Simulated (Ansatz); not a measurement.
**C2H6Cl2Si: basis-set convergence**

How large a basis does C2H6Cl2Si need? Two functionals are run in growing sets.

Method: one geometry, several basis sets; program: Ansatz 0.2.0, Gaussian basis.

The runs, in order: PBE0-D4/def2-SVP; ωB97M-V/def2-SVP; PBE0-D4/def2-QZVPP; ωB97M-V/def2-QZVPP; the functionals' def2-TZVPP values are taken from earlier runs.

## 1. The geometry

An earlier PBE0-D4 in a triple-zeta def2 set relaxation fixed the geometry.

11 atoms, charge 0, spin multiplicity 1.

Atoms are counted from 1 here; the program's logs count them from 0.

Bond lengths: C1–C2 1.510 Å, C1–H6 1.092 Å, C1–H7 1.091 Å, C1–H8 1.092 Å, C2–Si3 1.903 Å, C2–Cl4 1.792 Å, C2–Cl5 1.792 Å, Si3–H9 1.485 Å, Si3–H10 1.479 Å, Si3–H11 1.485 Å. Angles: C2–C1–H6 109.8°, C2–C1–H7 110.6°, C2–C1–H8 109.8°, H6–C1–H7 108.8°, H6–C1–H8 109.1°, H7–C1–H8 108.8°, C1–C2–Si3 114.9°, C1–C2–Cl4 109.4°, C1–C2–Cl5 109.4°, Si3–C2–Cl4 106.9°, Si3–C2–Cl5 106.9°, Cl4–C2–Cl5 109.2°, C2–Si3–H9 108.0°, C2–Si3–H10 108.8°, C2–Si3–H11 108.0°, H9–Si3–H10 111.0°, H9–Si3–H11 109.9°, H10–Si3–H11 111.0°.

Coordinates:

```xyz
11
C2H6Cl2Si
C    -1.30864    0.34033    0.46477
C    -0.05969    0.49067   -0.36960
Si    1.28146   -0.82154   -0.05063
Cl   -0.48846    0.38573   -2.10624
Cl    0.68541    2.08711   -0.04256
H    -1.05502    0.40619    1.52479
H    -2.02673    1.12662    0.22508
H    -1.76983   -0.62970    0.26814
H     1.67396   -0.73979    1.37925
H     2.43588   -0.54674   -0.93394
H     0.69686   -2.15598   -0.33836
```

## 2. PBE0-D4 in def2-SVP

in.yaml

```yaml
crystal:
  periodic: [false, false, false]
  atoms:
    - {symbol: C, position_ang: [-1.308638, 0.340330, 0.464766]}
    - {symbol: C, position_ang: [-0.059695, 0.490668, -0.369601]}
    - {symbol: Si, position_ang: [1.281459, -0.821538, -0.050627]}
    - {symbol: Cl, position_ang: [-0.488462, 0.385729, -2.106244]}
    - {symbol: Cl, position_ang: [0.685415, 2.087113, -0.042562]}
    - {symbol: H, position_ang: [-1.055016, 0.406188, 1.524793]}
    - {symbol: H, position_ang: [-2.026734, 1.126622, 0.225082]}
    - {symbol: H, position_ang: [-1.769833, -0.629699, 0.268138]}
    - {symbol: H, position_ang: [1.673963, -0.739792, 1.379249]}
    - {symbol: H, position_ang: [2.435882, -0.546741, -0.933938]}
    - {symbol: H, position_ang: [0.696860, -2.155982, -0.338356]}
basis:
  gaussian: {orbitals: def2-SVP}
hamiltonian: {xc: pbe0, dispersion: d4}
output: {orbitals: {seedname: orbitals}}
```

Further steps of the session: ωB97M-V in def2-SVP; PBE0-D4 in def2-QZVPP; ωB97M-V in def2-QZVPP.

**Question.** What will the summary of the whole plan be? Wanted: PBE0-D4: double and triple zeta above quadruple; ωB97M-V: double and triple zeta above quadruple.

As calculated:

| quantity | value |
| --- | --- |
| PBE0-D4: double and triple zeta above quadruple | 14.91, 1.13 eV |
| ωB97M-V: double and triple zeta above quadruple | 14.92, 1.07 eV |

**Reading.** For PBE0-D4 the step from double to triple zeta gains 13.78 eV and the next only 1.13 eV. These are total energies; as a rule much of such shifts cancels in differences, which this series doesn't test. The LUMO of ωB97M-V is positive and keeps falling with the basis (2.23 to 1.36 eV): an unbound level that the basis holds in place.
